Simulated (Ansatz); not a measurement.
# InAsS3: the cost of one run

Computed with Ansatz 0.2.0 (DFT PBE, scalar-relativistic, plane waves, PAW, unless a step's input says otherwise).

## Step 1: The starting structure

The structure is cubic, space group Pm-3m (No. 221). The conventional cell has a = 4.798 Å, b = 4.798 Å, c = 4.798 Å, α = 90.00°, β = 90.00°, γ = 90.00°. In (site symmetry m-3m) has 12 S at 3.39 Å as nearest neighbours. As (site symmetry m-3m) has 6 S at 2.40 Å as nearest neighbours. Around S (site symmetry 4/mmm) lie 2 As at 2.40 Å and 4 In at 3.39 Å and 8 S at 3.39 Å.

As a file:

```xyz
5
Lattice="4.7978 0.0000 0.0000 0.0000 4.7978 0.0000 0.0000 0.0000 4.7978" Properties=species:S:1:pos:R:3 pbc="T T T"
In    0.0000    0.0000    0.0000
As    2.3989    2.3989    2.3989
S     0.0000    2.3989    2.3989
S     2.3989    2.3989    0.0000
S     2.3989    0.0000    2.3989
```

Recipe of the guess: species swapped into a database cell of YbRh3C (Pm-3m, No. 221), with In on the Yb sites, S on the Rh sites and As on the C sites. Lengths come from tabulated atomic sizes and are only a guess.

## Step 2: The guess as it stands, on a coarse mesh

File input.yaml:

```yaml
crystal:
  lattice:
    - [4.79776801, 0.0, 0.0]
    - [0.0, 4.79776801, 0.0]
    - [0.0, 0.0, 4.79776801]
  atoms:
    - { symbol: In, position: [0.0, 0.0, 0.0] }
    - { symbol: As, position: [0.5, 0.5, 0.5] }
    - { symbol: S, position: [0.0, 0.5, 0.5] }
    - { symbol: S, position: [0.5, 0.5, 0.0] }
    - { symbol: S, position: [0.5, 0.0, 0.5] }
basis:
  ecutwfc: 420
kpoints:
  mp_grid: { grid: [4, 4, 4] }
hamiltonian:
  xc: pbe
scf:
  occupations: { method: gaussian, width: 0.1 }
  lower_state_search: "off"
output:
  forces: true
  stress: true
  eigenvalues: true
```

Launch:

```
$ ansatz run input.yaml --threads 1 --pin off --max-ram 2560MiB --backend cpu --events-out ev --progress --plain --runs-dir out
```

**Question.** How long does this run take on 1 thread of Intel Xeon at 2.70GHz, shared host, and how much memory does it need?

About 4 s, with a peak of 0.39 GiB.
